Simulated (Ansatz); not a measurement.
# GeH5NS: the cost of one run

Program: Ansatz 0.2.0 through its Python package. Level of theory: PBE0+D3(BJ)/def2-SVP. These are calculated values, not measurements.

**1. The system**

Bond lengths: N1–Ge2 1.807 Å, Ge2–S3 2.210 Å, N1–H4 1.098 Å, N1–H5 1.056 Å, Ge2–H6 1.557 Å, Ge2–H7 1.571 Å, S3–H8 1.352 Å. Angles: N1–Ge2–S3 107.5°, N1–Ge2–H6 110.2°, N1–Ge2–H7 110.6°, S3–Ge2–H6 110.4°, S3–Ge2–H7 109.6°, H6–Ge2–H7 108.5°, Ge2–N1–H4 104.3°, Ge2–N1–H5 110.6°, H4–N1–H5 103.5°, Ge2–S3–H8 92.5°.

No structure file is read: the coordinates are typed or built in the script.

**2. Script**

The input, freq.py:

```python
# -*- coding: utf-8 -*-
'''Harmonic frequencies of GeH5NS at its relaxed geometry.'''

import itertools

import ansatz
from ase import Atoms
from ase.data import atomic_numbers, covalent_radii
from ase.thermochemistry import IdealGasThermo
import numpy as np

geometry_ang = [
    ('N', (-1.0961, 0.4259, -0.5607)),
    ('Ge', (0.5218, 0.2283, 0.2192)),
    ('S', (0.9297, -1.9387, 0.366)),
    ('H', (-1.2058, 1.5114, -0.6846)),
    ('H', (-1.0772, 0.0654, -1.5534)),
    ('H', (0.5199, 0.8783, 1.6343)),
    ('H', (1.6391, 0.9171, -0.6444)),
    ('H', (-0.1392, -2.1448, 1.1677)),
]
mol = ansatz.Crystal.molecule()
for symbol, xyz in geometry_ang:
    mol = mol.atom(symbol, xyz)

base = (
    mol.calculation()
    .basis(gaussian='def2-SVP')
    .functional('pbe0', dispersion='d3bj')
    .scf(lower_state_search='off')
)
symbols = [site.symbol for site in mol.cartesian_sites]
start = np.array([site.position_ang for site in mol.cartesian_sites], dtype=float)
def progress(event):
    if event['event'] == 'relax_step':
        row = event['data']
        print(f'step {row["step"]:3d}  E = {row["lagrangian_ev"]:.6f} eV  largest force component {row["allowed_force_max_ev_ang"]:.4f} eV/A')


summary = base.relax(force_tolerance=0.003, max_steps=100).session().plan().execute(on_event=progress).report
end = np.array(summary['positions_ang'])

# pairs closer than 1.2 times the sum of covalent radii, before or after
radius = [covalent_radii[atomic_numbers[s]] for s in symbols]
span = lambda where, i, j: np.linalg.norm(where[i] - where[j])
bonded = [(i, j) for i, j in itertools.combinations(range(len(symbols)), 2) if min(span(start, i, j), span(end, i, j)) < 1.2 * (radius[i] + radius[j])]
print('pair        before    after (A)')
for i, j in bonded:
    print(f'{symbols[i]}{i}-{symbols[j]}{j}'.ljust(10), f'{span(start, i, j):8.4f} {span(end, i, j):8.4f}')
for first, second in list(itertools.combinations(bonded, 2)):
    shared = set(first) & set(second)
    if shared and symbols[(j := shared.pop())] != 'H':
        i, k = sorted((set(first) | set(second)) - {j})
        u, v = end[i] - end[j], end[k] - end[j]
        angle = np.degrees(np.arccos(np.clip(u @ v / np.linalg.norm(u) / np.linalg.norm(v), -1, 1)))
        print(f'final angle {symbols[i]}{i}-{symbols[j]}{j}-{symbols[k]}{k}: {angle:.2f} deg')

# frequencies need a stationary point, so they are taken at the relaxed geometry
minimum = ansatz.Crystal.molecule()
for symbol, place in zip(symbols, end):
    minimum = minimum.atom(symbol, place.tolist())
vibrating = (
    minimum.calculation()
    .basis(gaussian='def2-SVP')
    .functional('pbe0', dispersion='d3bj')
    .scf(lower_state_search='off')
    .phonons(temperatures=(298.15, 498.15, 100))
)
vib = vibrating.run(threads=1, backend='cpu').report['vibrations']
sums = vib['harmonic_sums']
modes = [m['omega_inv_cm'] for m in sums['modes_at_gamma'] if m['rigid_motion'] == 'no']
for number, w in enumerate(modes, start=1):
    print(f'mode {number:2d} {w:9.1f} 1/cm {w / 8065.544 * 1000:8.2f} meV')
print('imaginary modes:', sum(w < 0 for w in modes), ' zero-point energy:', round(sums['zero_point_energy_ev'], 4), 'eV')
# rigid rotor and ideal gas, symmetry number taken as one
gas = IdealGasThermo(vib_energies=[w / 8065.544 for w in modes if w > 0], geometry='linear' if len(modes) == 3 * len(symbols) - 5 else 'nonlinear',
                     atoms=Atoms(symbols, positions=end), symmetrynumber=1, spin=0.0)
print(f'H(298 K) - E = {gas.get_enthalpy(298.15, verbose=False):.4f} eV')
print(f'S(298 K, 1 bar) = {96485.33 * gas.get_entropy(298.15, 1e5, verbose=False):.1f} J/(mol K) with symmetry number 1')
```

**3. The input behind the calls**

The engine receives this input (first run):

```yaml
crystal:
  periodic: [false, false, false]
  atoms:
    - { symbol: "N", position_ang: [-1.0961, 0.4259, -0.5607] }
    - { symbol: Ge, position_ang: [0.5218, 0.2283, 0.2192] }
    - { symbol: S, position_ang: [0.9297, -1.9387, 0.366] }
    - { symbol: H, position_ang: [-1.2058, 1.5114, -0.6846] }
    - { symbol: H, position_ang: [-1.0772, 0.0654, -1.5534] }
    - { symbol: H, position_ang: [0.5199, 0.8783, 1.6343] }
    - { symbol: H, position_ang: [1.6391, 0.9171, -0.6444] }
    - { symbol: H, position_ang: [-0.1392, -2.1448, 1.1677] }
basis:
  gaussian:
    orbitals: def2-SVP
hamiltonian:
  xc: pbe0
  dispersion: d3bj
scf:
  lower_state_search: "off"
relax:
  f_tol: 0.003
  max_steps: 100
```

**4. Running it**

On the command line:

```
$ python freq.py
```

**Question.** How long does this script take on 1 thread of Arm Neoverse V2, shared host, and how much memory does it need?

About 2 min, with a peak of 0.31 GiB.
